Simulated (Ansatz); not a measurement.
BH₄NSSi, SMILES NB1[SiH2]S1, harmonic frequencies at the relaxed geometry

With the Python package of Ansatz (0.2.0).

The script reads `bh4nssi.xyz`:
```text
8

N    -0.76280    1.60580   -0.36990
B    -0.60790    0.14350   -0.34370
Si    0.52980   -1.29620    0.39810
S    -0.22690   -1.48300   -1.38310
H     0.07130    2.05850   -0.77780
H    -0.89710    1.98420    0.60820
H     2.02720   -0.99470    0.34980
H    -0.04150   -2.07530    1.46260
```

Typed at the interpreter:
```pycon
>>> import ansatz as az
>>> from ase import Atoms
>>> from ase.thermochemistry import IdealGasThermo
>>> import numpy as np
>>> geometry = az.Crystal.molecule_from_extxyz('bh4nssi.xyz')
>>> setup = (
...     geometry.calculation()
...     .basis(gaussian='6-31G*')
...     .functional('b3lyp', dispersion='d4')
... )
>>> symbols = [site.symbol for site in geometry.cartesian_sites]
>>> start = np.array([site.position_ang for site in geometry.cartesian_sites], dtype=float)
>>> data = setup.relax(force_tolerance=0.003).run().report

>>> end = np.array(data['positions_ang'])
>>> print('final positions (A) and the move of each atom')
final positions (A) and the move of each atom
>>> for symbol, xyz, old in zip(symbols, end, start):
...     print(f'{symbol:2s} {xyz[0]:10.5f} {xyz[1]:10.5f} {xyz[2]:10.5f}   {np.linalg.norm(xyz - old):7.4f}')
...
N    -0.61229    1.58752   -0.30200    0.1661
B    -0.16834    0.27424   -0.29067    0.4616
Si    0.61158   -1.27793    0.57023    0.1914
S    -0.08186   -1.07512   -1.50700    0.4503
H    -1.00767    2.03040   -1.12161    1.1328
H    -0.56832    2.18569    0.51037    0.3978
H     2.07067   -1.51810    0.70787    0.6356
H    -0.15167   -2.26390    1.37701    0.2346
>>> minimum = az.Crystal.molecule()
>>> for symbol, place in zip(symbols, end):
...     minimum = minimum.atom(symbol, place.tolist())
...
>>> vibrating = (
...     minimum.calculation()
...     .basis(gaussian='6-31G*')
...     .functional('b3lyp', dispersion='d4')
...     .phonons(temperatures=(100, 500, 100))
... )
>>> vib = vibrating.run().report['vibrations']
>>> sums = vib['harmonic_sums']
>>> modes = [m['omega_inv_cm'] for m in sums['modes_at_gamma'] if m['rigid_motion'] == 'no']
>>> for number, w in enumerate(modes, start=1):
...     print(f'mode {number:2d} {w:9.1f} 1/cm {w / 8065.544 * 1000:8.2f} meV')
...
mode  1     257.0 1/cm    31.86 meV
mode  2     290.8 1/cm    36.05 meV
mode  3     404.2 1/cm    50.12 meV
mode  4     460.2 1/cm    57.06 meV
mode  5     550.3 1/cm    68.23 meV
mode  6     554.2 1/cm    68.71 meV
mode  7     564.1 1/cm    69.94 meV
mode  8     587.3 1/cm    72.82 meV
mode  9     619.8 1/cm    76.85 meV
mode 10     701.3 1/cm    86.95 meV
mode 11     970.2 1/cm   120.29 meV
mode 12    1006.1 1/cm   124.75 meV
mode 13    1442.2 1/cm   178.80 meV
mode 14    1656.3 1/cm   205.35 meV
mode 15    2244.6 1/cm   278.30 meV
mode 16    2258.9 1/cm   280.07 meV
mode 17    3577.9 1/cm   443.60 meV
mode 18    3676.1 1/cm   455.78 meV
>>> print('imaginary modes:', sum(w < 0 for w in modes), ' zero-point energy:', round(sums['zero_point_energy_ev'], 4), 'eV')
imaginary modes: 0  zero-point energy: 1.3528 eV
>>> gas = IdealGasThermo(vib_energies=[w / 8065.544 for w in modes if w > 0], geometry='linear' if len(modes) == 3 * len(symbols) - 5 else 'nonlinear',
...                      atoms=Atoms(symbols, positions=end), symmetrynumber=1, spin=0.0)
>>> print(f'H(298 K) - E = {gas.get_enthalpy(298.15, verbose=False):.4f} eV')
H(298 K) - E = 1.5247 eV
>>> print(f'S(298 K, 1 bar) = {96485.33 * gas.get_entropy(298.15, 1e5, verbose=False):.1f} J/(mol K) with symmetry number 1')
S(298 K, 1 bar) = 306.8 J/(mol K) with symmetry number 1
```

Notes:
- These settings explore the input space; basis and method may be short of convergence.
- The frequencies are harmonic and unscaled, in a modest basis. The result belongs to the one conformer reached from this start, and soft torsions count as harmonic oscillators.
- b3lyp holds the VWN-RPA fit, as in Gaussian; the form of ORCA and Turbomole is b3lyp5.
- The entropy takes a symmetry number of 1; a symmetric molecule's is lower by R ln(sigma).
- Run time: 2.6 min on 1 thread of Arm Neoverse V1, with other jobs on the host, peak memory 0.27 GiB.

(Lines on the test bed's own set-up are left out of the output.)
